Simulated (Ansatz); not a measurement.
**MP2/def2-SVP (core potential) run of CH3ClFIn (SMILES [CH3][In]([F])[Cl])**

What is the vertical ionisation energy of CH3ClFIn at MP2/def2-SVP (core potential)? 

The results are computed with Ansatz 0.2.0.

118 further runs of the same task are left out: 1 that didn't finish, 117 set aside as unsound or not needed. Runs told in other sessions of the task aren't counted.

## 1. Starting point

The species is CH3ClFIn (7 atoms), meant as a singlet with charge 0. As SMILES, `[CH3][In]([F])[Cl]`. Geometry: relaxed at PBE0-D4/def2-TZVP.

Bond lengths: C1–In2 2.122 Å, In2–F3 1.947 Å, In2–Cl4 2.316 Å, C1–H5 1.089 Å, C1–H6 1.090 Å, C1–H7 1.088 Å. Angles: C1–In2–F3 121.8°, C1–In2–Cl4 129.4°, F3–In2–Cl4 108.8°, In2–C1–H5 109.1°, In2–C1–H6 108.9°, In2–C1–H7 109.1°, H5–C1–H6 109.2°, H5–C1–H7 110.4°, H6–C1–H7 110.2°.

## 2. A single-point energy at MP2/def2-SVP (core potential)

Input file run.yaml:

```yaml
crystal:
  periodic: [false, false, false]
  atoms:
    - symbol: C
      position_ang: [-0.390800, 0.951400, 0.427300]
    - symbol: In
      position_ang: [0.391000, -0.846100, -0.384300]
    - symbol: F
      position_ang: [2.306000, -1.125500, -0.600500]
    - symbol: Cl
      position_ang: [-0.728400, -2.728700, -1.135500]
    - symbol: H
      position_ang: [-1.112900, 1.373000, -0.270800]
    - symbol: H
      position_ang: [-0.891300, 0.725700, 1.368500]
    - symbol: H
      position_ang: [0.426300, 1.650400, 0.595200]
basis:
  gaussian:
    orbitals: def2-SVP
correlation:
  method: mp2
  frozen_orbitals: {C: 1, Cl: 5, F: 1, H: 0, In: 4}
accuracy: high
```

Started as:

```
$ ansatz run run.yaml --threads 1 --pin off --max-ram 3480MiB --events-out events.jsonl --progress --plain --runs-dir runs
```

Standard output:

```text
Warning: RAYON_NUM_THREADS=1 ignored (pool sized by the plan → 1); use --threads N
Functional definition: HF
  name "HF"
  exchange = exact_x
  correlation = 0
1981 factors; integrals over basis functions are off by at most 3.3e-9 eV
mean field evaluation 1: about -21428.2591 eV, gradient 3.7e1 eV
mean field evaluation 2: about -21428.3441 eV, gradient 3.7e1 eV
mean field evaluation 4: about -21431.2529 eV, gradient 2.5e0 eV
mean field evaluation 8: about -21431.2886 eV, gradient 1.5e-1 eV
mean field evaluation 16: about -21431.2887 eV, gradient 1.1e-8 eV
mean field -21431.28873588 eV, -787.5853343943 hartree, gradient 1.1e-8 eV, S^2 0.000000; 0 other end points of the search recorded, 0 dependent functions left out
11 core orbitals not correlated: weight in the atoms' cores, before any rotation towards them, 1.000 or more for the frozen orbitals, at most 0.000 for the correlated occupied ones
reference -21431.28873588 eV, -787.5853343943 hartree; 17, 17 occupied and 59, 59 virtual orbitals, 1981 factors
second order -14.93422079 eV of doubles, -0.00000000 eV of singles
Total energy: -21446.22295667 eV, -788.1341568857 hartree
```

It took 3.3 s on 1 thread of Arm Neoverse V2, shared host; peak memory 0.25 GiB.

## 3. The doublet cation at the same level

Input file input.yaml:

```yaml
crystal:
  periodic: [false, false, false]
  atoms:
    - {symbol: C, position_ang: [-0.390800, 0.951400, 0.427300]}
    - {symbol: In, position_ang: [0.391000, -0.846100, -0.384300]}
    - {symbol: F, position_ang: [2.306000, -1.125500, -0.600500]}
    - {symbol: Cl, position_ang: [-0.728400, -2.728700, -1.135500]}
    - {symbol: H, position_ang: [-1.112900, 1.373000, -0.270800]}
    - {symbol: H, position_ang: [-0.891300, 0.725700, 1.368500]}
    - {symbol: H, position_ang: [0.426300, 1.650400, 0.595200]}
basis:
  gaussian: {orbitals: def2-SVP}
total_charge: 1
magnetization: {spin_polarized: true, initial_magnetization: 1}
correlation: {method: mp2, frozen_orbitals: {C: 1, Cl: 5, F: 1, H: 0, In: 4}}
accuracy: high
```

Started as:

```
$ ansatz run input.yaml --threads 1 --pin off --max-ram 3480MiB --events-out events.jsonl --progress --plain --runs-dir runs
```

Standard output, cut to the lines that bear on the results:

```text
Warning: RAYON_NUM_THREADS=1 ignored (pool sized by the plan → 1); use --threads N
[... 2 set-up lines as earlier in the session ...]
[...]
1981 factors; integrals over basis functions are off by at most 3.3e-9 eV
[...]
mean field -21420.84889190 eV, -787.2016772043 hartree, gradient 3.2e-8 eV, S^2 0.758271; 18 other end points of the search recorded, 0 dependent functions left out
11 core orbitals not correlated: weight in the atoms' cores, before any rotation towards them, 1.000 or more for the frozen orbitals, at most 0.000 for the correlated occupied ones
reference -21420.84889190 eV, -787.2016772043 hartree; 17, 16 occupied and 59, 60 virtual orbitals, 1981 factors
second order -14.27143937 eV of doubles, -0.00000000 eV of singles
Total energy: -21435.12033127 eV, -787.7261429278 hartree
```

It took 21 s on 1 thread of Arm Neoverse V2, shared host; peak memory 0.35 GiB.

## 4. What came out

At MP2/def2-SVP (core potential), 11 core orbitals frozen:

```
                                                      quantity          value
                                singlet CH3ClFIn: total energy  -788.13416 Eh
singlet CH3ClFIn: correlation energy (11 core orbitals frozen)     -548.8 mEh
                                  doublet cation: total energy  -787.72614 Eh
  doublet cation: correlation energy (11 core orbitals frozen)     -524.5 mEh
             doublet cation: ⟨S²⟩ of the reference determinant          0.758
            vertical ionisation energy (to the doublet cation)      11.103 eV
```

Removing an electron at fixed nuclei costs 11.10 eV (1071 kJ/mol).
